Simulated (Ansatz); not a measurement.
# C3H7AlO: the cost of one run

Method: RKS revPBE/STO-3G, in Ansatz 0.2.0.

## (1) The structure to begin with

Bond lengths: C1–C2 1.490 Å, C2–O3 1.372 Å, C2–C4 1.565 Å, C2–Al5 1.992 Å, C4–Al5 1.988 Å, C1–H6 1.140 Å, C1–H7 1.065 Å, C1–H8 1.157 Å, O3–H9 1.038 Å, C4–H10 1.049 Å, C4–H11 1.147 Å, Al5–H12 1.625 Å. Angles (14 of 22 angles, heavy atoms first): C1–C2–O3 112.8°, C1–C2–C4 118.0°, C1–C2–Al5 122.6°, O3–C2–C4 111.2°, O3–C2–Al5 117.3°, C4–C2–Al5 66.7°, C2–C4–Al5 67.0°, C2–Al5–C4 46.3°, C2–C1–H6 109.9°, C2–C1–H7 113.0°, C2–C1–H8 108.2°, C2–O3–H9 108.3°, C2–C4–H10 115.2°, C2–C4–H11 108.8°.

Coordinates:

```xyz
12

C    -1.3041   -0.6047    0.2687
C     0.1104   -0.1374    0.2423
O     0.8670   -0.6778    1.2508
C     0.8737   -0.1819   -1.1231
Al    0.6319    1.6643   -0.4273
H    -1.8238   -0.2166    1.2058
H    -1.3945   -1.6630    0.1860
H    -1.8723   -0.0882   -0.5962
H     0.6556   -0.1650    2.1282
H     1.8301   -0.6106   -1.0862
H     0.1274   -0.4359   -1.9560
H     1.3755    3.0617   -0.0592
```

## (2) End point A

input.yaml

```yaml
crystal:
  periodic: [false, false, false]
  atoms:
    - { symbol: C, position_ang: [-1.3041, -0.6047, 0.2687] }
    - { symbol: C, position_ang: [0.1104, -0.1374, 0.2423] }
    - { symbol: O, position_ang: [0.867, -0.6778, 1.2508] }
    - { symbol: C, position_ang: [0.8737, -0.1819, -1.1231] }
    - { symbol: Al, position_ang: [0.6319, 1.6643, -0.4273] }
    - { symbol: H, position_ang: [-1.8238, -0.2166, 1.2058] }
    - { symbol: H, position_ang: [-1.3945, -1.663, 0.186] }
    - { symbol: H, position_ang: [-1.8723, -0.0882, -0.5962] }
    - { symbol: H, position_ang: [0.6556, -0.165, 2.1282] }
    - { symbol: H, position_ang: [1.8301, -0.6106, -1.0862] }
    - { symbol: H, position_ang: [0.1274, -0.4359, -1.956] }
    - { symbol: H, position_ang: [1.3755, 3.0617, -0.0592] }
basis:
  gaussian: { orbitals: STO-3G }
hamiltonian:
  xc: revpbe
relax:
  f_tol: 0.015
  max_steps: 40
```

Started as:

```bash
$ ansatz run input.yaml --threads 1 --pin off --max-ram 2048MiB --backend cpu --events-out ev --progress --plain --runs-dir out
```

What time and memory should one allow on 1 thread of Intel Xeon 6975P-C (Granite Rapids), shared host?

About 20 s, with a peak of 0.14 GiB.
